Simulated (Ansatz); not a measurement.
Crystal: BiTe.

```
Bi Te
1.0
     0.00000    3.23500    3.23500
     3.23500    0.00000    3.23500
     3.23500    3.23500    0.00000
Bi Te
1 1
Direct
  0.00000 0.00000 0.00000
  0.50000 0.50000 0.50000
```

```yaml
Program: Ansatz 0.2.0
Task: relaxation of cell and atoms
Functional: revPBE
Potentials_or_basis: Ansatz PAW
Cutoff: "420 eV (not typed: the program's choice for these potentials)"
k_mesh: 7 × 7 × 7
Occupations: fermi-dirac, width 0.05 eV
Spin: no spin polarisation
```

At the start: volume 33.86 Å³/atom.

Question: Where does the relaxation end?

Answer: It ends after 6 steps and the volume is 35.21 Å³/atom (+4.0 %); space group Fm-3m (No. 225, to 0.05 Å).

Step by step:
| step | energy change (eV) | largest force (eV/Å) | volume (Å³) |
| --- | --- | --- | --- |
| 1 | 0.0000 | 0.0000 | 67.71 |
| 2 | -0.0122 | 0.0000 | 71.56 |
| 3 | -0.0148 | 0.0000 | 70.51 |
| 4 | -0.0152 | 0.0000 | 70.51 |
| 5 | -0.0152 | 0.0000 | 70.43 |
| 6 | -0.0152 | 0.0000 | 70.43 |

Final structure:
```xyz
2
Lattice="0.0000 3.2777 3.2777 3.2777 0.0000 3.2777 3.2777 3.2777 0.0000" Properties=species:S:1:pos:R:3 pbc="T T T"
Bi    0.0000    0.0000    0.0000
Te    3.2777    3.2777    3.2777
```

Caveat: the plane-wave basis is chosen anew once the cell has moved, so the energies of steps on either side of that aren't comparable; the PAW data sets come from PBE, with cores solved anew for the run's functional, which leaves a small shift of forces and pressure.
